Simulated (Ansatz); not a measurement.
# W2Se: the cost of one run

Computed with Ansatz 0.2.0 (DFT PBE, scalar-relativistic, plane waves, PAW, unless a step names another level, unless a step's input says otherwise).

## (1) The starting structure

Symmetry: P6_3mc, No. 186, hexagonal system. The conventional cell has a = 3.181 Å, b = 3.181 Å, c = 12.662 Å, α = 90.00°, β = 90.00°, γ = 120.00°. Around W (site symmetry 3m) lie 3 W at 2.58 Å and 1 Se at 2.64 Å. Around W (site symmetry 3m) lie 3 W at 2.58 Å and 3 Se at 2.62 Å. Se (site symmetry 3m) is surrounded by 4 W at 2.62 to 2.64 Å.

As a file:

```
W Se
1.0
     3.18070    0.00000    0.00000
    -1.59035    2.75457    0.00000
     0.00000    0.00000   12.66228
W Se
4 2
Direct
  0.00000 0.00000 0.58642
  0.00000 0.00000 0.08642
  0.33333 0.66667 0.72983
  0.66667 0.33333 0.22983
  0.00000 0.00000 0.37759
  0.00000 0.00000 0.87759
```

It came out lowest among 26 distinct ends of the trial cells. At a tolerance of 0.05 Å it has space group P6_3mc (No. 186).

## (2) A stricter relaxation, on the response runs' mesh and smearing

Contents of input.yaml:

```yaml
crystal:
  lattice:
    - [3.1807009041, 0.0, 0.0]
    - [-1.5903504521, 2.7545677848, 0.0]
    - [0.0, 0.0, 12.6622845907]
  atoms:
    - { symbol: W, position: [0.0, 0.0, 0.5864192698] }
    - { symbol: W, position: [0.0, 0.0, 0.0864192698] }
    - { symbol: W, position: [0.3333333333, 0.6666666667, 0.729834771] }
    - { symbol: W, position: [0.6666666667, 0.3333333333, 0.229834771] }
    - { symbol: Se, position: [0.0, 0.0, 0.3775905292] }
    - { symbol: Se, position: [0.0, 0.0, 0.8775905292] }
basis:
  ecutwfc: 420
kpoints:
  mp_grid: { grid: [12, 12, 4] }
hamiltonian:
  xc: pbe
scf:
  occupations: { method: gaussian, width: 0.1 }
output:
  forces: true
  stress: true
  eigenvalues: true
relax:
  adjacent_minimum: "off"
  f_tol: 0.001
  max_steps: 60
  cell: { stress_tol: 0.01 }
```

The run is started by

```
$ ansatz run input.yaml --threads 3 --pin off --max-ram 7680MiB --backend cpu --events-out ev --progress --plain --runs-dir out
```

**Question.** How long does this run take on 3 threads of Intel Xeon at 2.70GHz, shared host, and how much memory does it need?

About 40 s, with a peak of 0.61 GiB.
